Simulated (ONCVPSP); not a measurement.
**Pseudopotential generation for Ta: ONCV, PBE**

Do these settings give a usable potential? It is generated, then checked for transferability, scattering, ghosts and hardness.

The numbers are computed with ONCVPSP 4.0.1 (PBE, scalar-relativistic, spin-unpolarised reference atom).

**1. Starting point**

The settings as typed:

```json
{"element": "tantalum (Ta, Z = 73)", "type": "optimised norm-conserving Vanderbilt (ONCV)", "frozen core": "[Kr] 4d10", "valence charge": "27", "reference configuration": "4f14 5s2 5p6 5d3 6s1 6p1", "partial waves": "5s+6s: rc 1.65 bohr, ncon 4, nbas 8, qcut 7.8 1/bohr, 2 projectors; 5p+6p: rc 2.50 bohr, ncon 5, nbas 10, qcut 5.8 1/bohr, 2 projectors; 5d: rc 1.80 bohr, ncon 4, nbas 8, qcut 5.9 1/bohr, 3 projectors, debl 3.2 Ha; 4f: rc 0.80 bohr, ncon 4, nbas 9, qcut 20.5 1/bohr, 2 projectors, debl 0.3 Ha", "local potential": "polynomial inside 0.55 bohr (lpopt 5, dvloc0 0 Ha)", "core correction": "Teter function, parameters optimised by the program"}
```

The outer shells as boxes (Hund's rule for the drawing; the calculation is spin-unpolarised):

```
[Kr] core
4d [↑↓][↑↓][↑↓][↑↓][↑↓]
4f [↑↓][↑↓][↑↓][↑↓][↑↓][↑↓][↑↓]
5s [↑↓]
5p [↑↓][↑↓][↑↓]
5d [↑ ][↑ ][↑ ][  ][  ]
6s [↑ ]
6p [↑ ][  ][  ]
```

**2. Generating the potential**

File Ta.dat:

```
# ATOM AND REFERENCE CONFIGURATION
# atsym  z   nc   nv     iexc    psfile
  Ta 73.00    9    6        4      upf
#
#   n    l    f
    1    0    2.00
    2    0    2.00
    2    1    6.00
    3    0    2.00
    3    1    6.00
    3    2   10.00
    4    0    2.00
    4    1    6.00
    4    2   10.00
    4    3   14.00
    5    0    2.00
    5    1    6.00
    5    2    3.00
    6    0    1.00
    6    1    1.00
#
# PSEUDOPOTENTIAL AND OPTIMIZATION
# lmax
    3
#
#   l,   rc,      ep,       ncon, nbas, qcut
    0    1.65    0.00    4    8    7.80
    1    2.50    0.00    5   10    5.80
    2    1.80    0.00    4    8    5.90
    3    0.80    0.00    4    9   20.50
#
# LOCAL POTENTIAL
# lloc, lpopt,  rc(5),   dvloc0
    4    5    0.55    0.00
#
# VANDERBILT-KLEINMAN-BYLANDER PROJECTORs
# l, nproj, debl
    0    2    3.90
    1    2    0.90
    2    3    3.20
    3    2    0.30
#
# MODEL CORE CHARGE
# icmod, fcfact, rcfact
    4    0.50    0.00
#
# LOG DERIVATIVE ANALYSIS
# epsh1, epsh2, depsh
   -4.00    5.00    0.02
#
# OUTPUT GRID
# rlmax, drl
    6.00    0.01
#
# TEST CONFIGURATIONS
# ncnf
    4
# nvcnf
#   n    l    f
    6
    4    3   14.00
    5    0    2.00
    5    1    6.00
    5    2    3.00
    6    0    2.00
    6    1    0.00
#
    6
    4    3   14.00
    5    0    2.00
    5    1    6.00
    5    2    3.00
    6    0    1.00
    6    1    0.00
#
    6
    4    3   14.00
    5    0    2.00
    5    1    6.00
    5    2    3.00
    6    0    0.00
    6    1    0.00
#
    6
    4    3   14.00
    5    0    2.00
    5    1    6.00
    5    2    3.00
    6    0    0.00
    6    1    1.00
#
```

Run with:

```bash
$ oncvpsp.x < Ta.dat > Ta.out
```

Q: Predict the outcome of this session. Wanted: cutoffs for 1 and 0.1 mHa per electron, occupied waves; bound ghosts; GHOST(+) flags; largest test error; largest phase difference near zero energy, channels read; rms error of d²Exc/dn², without and with the model core; projector energies reset by the program.

As calculated:

| quantity | value |
| --- | --- |
| cutoffs for 1 and 0.1 mHa per electron, occupied waves | 189 Ha and 207 Ha |
| bound ghosts | s at -1198.47 eV, p at -435.65 eV |
| GHOST(+) flags | s at 163 eV, d at 193 eV |
| largest test error (AE − PS) | -8.0 meV, for 4f14 5s2 5p6 5d3 6s0 6p0 |
| largest phase difference near zero energy, channels read | 0.000 rad |
| rms error of d²Exc/dn², without and with the model core | 3.85 and 0.57 mHa |
| projector energies reset by the program | f: -0.964, 0.250 Ha |

A bound ghost (s, p) makes it unfit for use: electrons can fall into a state that the atom doesn't have. The worst unpolarised test, 4f14 5s2 5p6 5d3 6s0 6p0, is off by 8.0 meV on 19.3 eV; by total energies transferability rates as good. Atomic tests can pass in spite of a ghost, since they solve only for the levels asked. The potential is very hard: the looser tolerance needs 189 Ha. At the looser tolerance the 4f wave is the slowest; 5s needs 22 Ha. Near zero energy the phases of the channels with partial waves agree within 0.001 rad. The program also flags highly localised states, GHOST(+) (s, d).
